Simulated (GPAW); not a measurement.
# BiS (Pm-3m) in GPAW: single point with PBE

Aim: the single point of BiS with PBE.

All numbers are computed with GPAW 26.7.0; they aren't measurements. Logs are shortened: lines on timing, memory, paths and dates and some standing lists are left out, and cuts for length are marked. The log counts tension as positive stress, the text compression.

**1. The crystal as given**

Symmetry: Pm-3m, No. 221, cubic system. The conventional cell has a = 4.003 Å, b = 4.003 Å, c = 4.003 Å, α = 90.00°, β = 90.00°, γ = 90.00°. Bi (site symmetry m-3m) is surrounded by 8 S at 3.47 Å. S (site symmetry m-3m) is surrounded by 8 Bi at 3.47 Å.

The cell was built by a generator and needn't be a form met in nature.

**2. Single point, PBE**

run.py

```python
from ase.dft.bandgap import bandgap
from ase.io import read, write
from ase.units import GPa
from gpaw import GPAW, PW

atoms = read('POSCAR')

calc = GPAW(mode=PW(400),
            xc='PBE',
            kpts={'size': (6, 6, 6), 'gamma': True},
            occupations={'name': 'fermi-dirac', 'width': 0.05},
            nbands=20,
            maxiter=120,
            txt='gpaw.txt')
atoms.calc = calc
energy = atoms.get_potential_energy()
forces = atoms.get_forces()
stress = atoms.get_stress()
calc.write('gs.gpw')
write('result.traj', atoms)
print(f'Energy: {energy:.6f} eV')
print('Forces (eV/A):')
print(forces.round(4))
print('Stress (GPa):', (stress / GPa).round(3))
print('Fermi level:', round(calc.get_fermi_level(), 4), 'eV')
print(f'Gap: {bandgap(calc)[0]:.4f} eV, direct: {bandgap(calc, direct=True)[0]:.4f} eV')
```

POSCAR

```
BiS
1.0
    4.0029443400      0.0000000000      0.0000000000
    0.0000000000      4.0029443400      0.0000000000
    0.0000000000      0.0000000000      4.0029443400
Bi S
1 1
Direct
    0.5000000000      0.5000000000      0.5000000000
    0.0000000000      0.0000000000      0.0000000000
```

Potentials or basis: GPAW PAW data sets (gpaw-data 1.2.1), pw.

Command:

```
OMP_NUM_THREADS=1 python run.py
```

gpaw.txt:

```text
__  _  _
 | _ |_)|_||  |
 |__||  | ||/\| - 26.7.0

Input parameters:
  mode=PW(ecut=400.0),
  kpts=MonkhorstPack(size=(6, 6, 6), gamma=True),
  maxiter=120,
  nbands=20,
  occupations=Occupations(name='fermi-dirac', width=0.05),
  xc=XC(name='PBE')

Diagonalizing LCAO Hamiltonian
Converting LCAO to pw mode
   .---------.
  /|         |
 * |         |
 | |   Bi    |
 | |         |
 | .---------.
 |/         /
 S---------*

Atoms  # Å, Bohr magnetons
|   | symbol |        x |        y |        z |    initial magnetic moments |
|---|--------|----------|----------|----------|-----------------------------|
| 0 |     Bi | 2.001472 | 2.001472 | 2.001472 | ( 0.0000,  0.0000,  0.0000) |
| 1 |      S | 0.000000 | 0.000000 | 0.000000 | ( 0.0000,  0.0000,  0.0000) |

Unit cell  # Å
| periodic |        x |        y |        z |  lengths |    angles |
|----------|----------|----------|----------|----------|-----------|
|      yes | 4.002944 | 0.000000 | 0.000000 | 4.002944 | 90.000000 |
|      yes | 0.000000 | 4.002944 | 0.000000 | 4.002944 | 90.000000 |
|      yes | 0.000000 | 0.000000 | 4.002944 | 4.002944 | 90.000000 |

Number of symmetries: 48
Symmetry operations  # r_c * U_cc + t_c -> r_c
|    | kind |            matrix            |
|----|------|------------------------------|
|  0 |  E   |  1, 0, 0,  0, 1, 0,  0, 0, 1 |
|  1 |  σ   |  1, 0, 0,  0, 1, 0,  0, 0,-1 |
|  2 |  σ   |  1, 0, 0,  0, 0, 1,  0, 1, 0 |
|  3 |  C4  |  1, 0, 0,  0, 0, 1,  0,-1, 0 |
|  4 |  C4  |  1, 0, 0,  0, 0,-1,  0, 1, 0 |
|  5 |  σ   |  1, 0, 0,  0, 0,-1,  0,-1, 0 |
|  6 |  σ   |  1, 0, 0,  0,-1, 0,  0, 0, 1 |
|  7 |  C2  |  1, 0, 0,  0,-1, 0,  0, 0,-1 |
|  8 |  σ   |  0, 1, 0,  1, 0, 0,  0, 0, 1 |
|  9 |  C2  |  0, 1, 0,  1, 0, 0,  0, 0,-1 |
| 10 |  C3  |  0, 1, 0,  0, 0, 1,  1, 0, 0 |
| 11 |  S6  |  0, 1, 0,  0, 0, 1, -1, 0, 0 |
| 12 |  S6  |  0, 1, 0,  0, 0,-1,  1, 0, 0 |
| 13 |  C3  |  0, 1, 0,  0, 0,-1, -1, 0, 0 |
| 14 |  C4  |  0, 1, 0, -1, 0, 0,  0, 0, 1 |
| 15 |  S4  |  0, 1, 0, -1, 0, 0,  0, 0,-1 |
| 16 |  C3  |  0, 0, 1,  1, 0, 0,  0, 1, 0 |
| 17 |  S6  |  0, 0, 1,  1, 0, 0,  0,-1, 0 |
| 18 |  σ   |  0, 0, 1,  0, 1, 0,  1, 0, 0 |
| 19 |  C4  |  0, 0, 1,  0, 1, 0, -1, 0, 0 |
| 20 |  C2  |  0, 0, 1,  0,-1, 0,  1, 0, 0 |
| 21 |  S4  |  0, 0, 1,  0,-1, 0, -1, 0, 0 |
| 22 |  S6  |  0, 0, 1, -1, 0, 0,  0, 1, 0 |
| 23 |  C3  |  0, 0, 1, -1, 0, 0,  0,-1, 0 |
| 24 |  S6  |  0, 0,-1,  1, 0, 0,  0, 1, 0 |
| 25 |  C3  |  0, 0,-1,  1, 0, 0,  0,-1, 0 |
| 26 |  C4  |  0, 0,-1,  0, 1, 0,  1, 0, 0 |
| 27 |  σ   |  0, 0,-1,  0, 1, 0, -1, 0, 0 |
| 28 |  S4  |  0, 0,-1,  0,-1, 0,  1, 0, 0 |
| 29 |  C2  |  0, 0,-1,  0,-1, 0, -1, 0, 0 |
| 30 |  C3  |  0, 0,-1, -1, 0, 0,  0, 1, 0 |
| 31 |  S6  |  0, 0,-1, -1, 0, 0,  0,-1, 0 |
| 32 |  C4  |  0,-1, 0,  1, 0, 0,  0, 0, 1 |
| 33 |  S4  |  0,-1, 0,  1, 0, 0,  0, 0,-1 |
| 34 |  S6  |  0,-1, 0,  0, 0, 1,  1, 0, 0 |
| 35 |  C3  |  0,-1, 0,  0, 0, 1, -1, 0, 0 |
| 36 |  C3  |  0,-1, 0,  0, 0,-1,  1, 0, 0 |
| 37 |  S6  |  0,-1, 0,  0, 0,-1, -1, 0, 0 |
| 38 |  σ   |  0,-1, 0, -1, 0, 0,  0, 0, 1 |
| 39 |  C2  |  0,-1, 0, -1, 0, 0,  0, 0,-1 |
| 40 |  σ   | -1, 0, 0,  0, 1, 0,  0, 0, 1 |
| 41 |  C2  | -1, 0, 0,  0, 1, 0,  0, 0,-1 |
| 42 |  C2  | -1, 0, 0,  0, 0, 1,  0, 1, 0 |
| 43 |  S4  | -1, 0, 0,  0, 0, 1,  0,-1, 0 |
| 44 |  S4  | -1, 0, 0,  0, 0,-1,  0, 1, 0 |
| 45 |  C2  | -1, 0, 0,  0, 0,-1,  0,-1, 0 |
[... 65 lines left out ...]
    |------|--------|-------------|----------|
    |   6s |  2.000 |     -14.385 |    1.286 |
    |   6p |  3.000 |      -4.580 |    1.275 |
    |   5d | 10.000 |     -27.119 |    1.349 |
    |    s |        |      12.827 |    1.286 |
    |    p |        |      22.631 |    1.275 |
    |    d |        |       0.093 |    1.349 |

    Using partial waves for Bi as LCAO basis

  S:
    name:    Sulfur
    Z:       16.0
    valence: 6
    core:    10
    charge:  0.0  # [|e|]
    compensation charges:
      type: gauss
      rc: 0.24  # [Å]
      lmax: 2
    cutoffs:
      filter: 1.77  # [Å]
      core: 1.66  # [Å]
    projectors
    | kind |    occ | energy [eV] | rcut [Å] |
    |------|--------|-------------|----------|
    |   3s |  2.000 |     -17.254 |    0.974 |
    |   3p |  4.000 |      -7.008 |    0.979 |
    |    s |        |       9.957 |    0.974 |
    |    p |        |      20.203 |    0.979 |
    |    d |        |       0.000 |    0.900 |

    Using partial waves for S as LCAO basis

Reference energy: -595706.002850  # eV

eigensolver:
  PPCG
  Converge bands: occupied
  niter=2

density mixing:
  MSR1-Mixer
  Pratt-step length: 0.05
  Maximum mixing coefficient: 0.75
  Old densities: 10
  SVD Regularization: 0.005
  Good broyden scale: 1.0
  Trust region scale: 1.0
  Backstep threshold: 4.0
  History deletion threshold: 6.0
  Fourier metric: weight=20.0, sigma=0.015

occupation numbers:
  Fermi-Dirac:
    width: 0.0500  # eV

poisson solver:
  ecut: 3200.0  # eV

xc functional:
  name: PBE with 2 nearest neighbor stencil

convergence criteria:
- Maximum [total energy] change in last 3 cyles: 0.0005 eV / valence electron
- Maximum integral of absolute [dens]ity change: 0.0001 electrons / valence electron
- Maximum integral of absolute [eigenst]ate change: 4e-08 eV^2 / valence electron
maximum number of iterations: 120

SCF iterations
|iter     | |      energy | eigst |  dens |
|---------|-|-------------|-------|-------|
|iter:   1| |   -8.607169 | -0.68 |       |
|iter:   2| |   -8.347279 | -2.61 | -1.05 |
|iter:   3| |   -7.811766 | -2.21 | -1.11 |
|iter:   4| |   -7.798216 | -3.31 | -1.69 |
|iter:   5| |   -7.796160 | -3.46 | -1.91 |
|iter:   6| |   -7.794980c| -4.55 | -2.38 |
|iter:   7| |   -7.794902c| -5.22 | -2.98 |
|iter:   8| |   -7.794926c| -6.15 | -3.53 |
|iter:   9| |   -7.794923c| -7.35 | -4.46c|
|iter:  10| |   -7.794924c| -7.63c| -4.82c|

Converged in 10 steps
Energy contributions relative to reference atoms: (reference = -595706.002850)

Energy contributions:
  Kinetic:           1.256854
  Coulomb:          -3.567166
  Zero:             -1.406973
  External:          0.000000
  Xc:               -4.069169
  Entropy:          -0.016940
  Spinorbit:         0.000000
  ----------------------------
  Free energy:      -7.803394
  Extrapolated:     -7.794924

dipole moment: (-12.888288, -12.888288, -12.888288)  # |e|*Ang

Fermi level: 4.428
Eigenvalues  # (at kpt = [0.000, 0.000, 0.000])
| band index |      eig [eV] | occ [0-2] |
|------------|---------------|-----------|
|          0 |       -19.430 |     2.000 |
|        ... |               |           |
|          2 |       -19.390 |     2.000 |
|          3 |       -19.390 |     2.000 |
|          4 |       -19.390 |     2.000 |
|          5 |        -8.504 |     2.000 |
|          6 |        -5.413 |     2.000 |
|          7 |         2.348 |     2.000 |
[... 8 lines left out ...]
|         16 |        15.163 |     0.000 |
|         17 |        15.163 |     0.000 |
|        ... |               |           |
|         19 |        17.230 |     0.000 |

No gap
No difference between direct/indirect transitions

Forces  # eV/Ang
|       x |       y |       z |
|---------|---------|---------|
| 0.00000 | 0.00000 | 0.00000 |  # Bi   0
| 0.00000 | 0.00000 | 0.00000 |  # S    1

Stress tensor  # eV/Ang^3
|        x |        y |        z |
|----------|----------|----------|
| 0.074419 | 0.000000 | 0.000000 |
| 0.000000 | 0.074419 | 0.000000 |
| 0.000000 | 0.000000 | 0.074419 |

# Writing to gs.gpw (mode='')
```

stdout:

```text
Energy: -7.794924 eV
Forces (eV/A):
[[0. 0. 0.]
 [0. 0. 0.]]
Stress (GPa): [11.923 11.923 11.923  0.     0.     0.   ]
Fermi level: 4.4276 eV
Gap: 0.0000 eV, direct: 0.0000 eV
```

Run time: 9.8 s. Hardware: 1 thread of Intel Xeon at 2.70GHz, shared host; peak memory 0.14 GiB.

The run converged, but some of its settings lie outside the range that counts as converged, so its numbers aren't taken as properties of the crystal.

Results:

* Free energy: -7.8034 eV
* Pressure: -11.9 GPa
* Band gap on the k mesh: none (metal or under the smearing width)

Caveat: the cutoff is short for stress and forces, so pressures can be off by a GPa or more; spin-orbit coupling is left out, which moves the levels of the heavy elements.
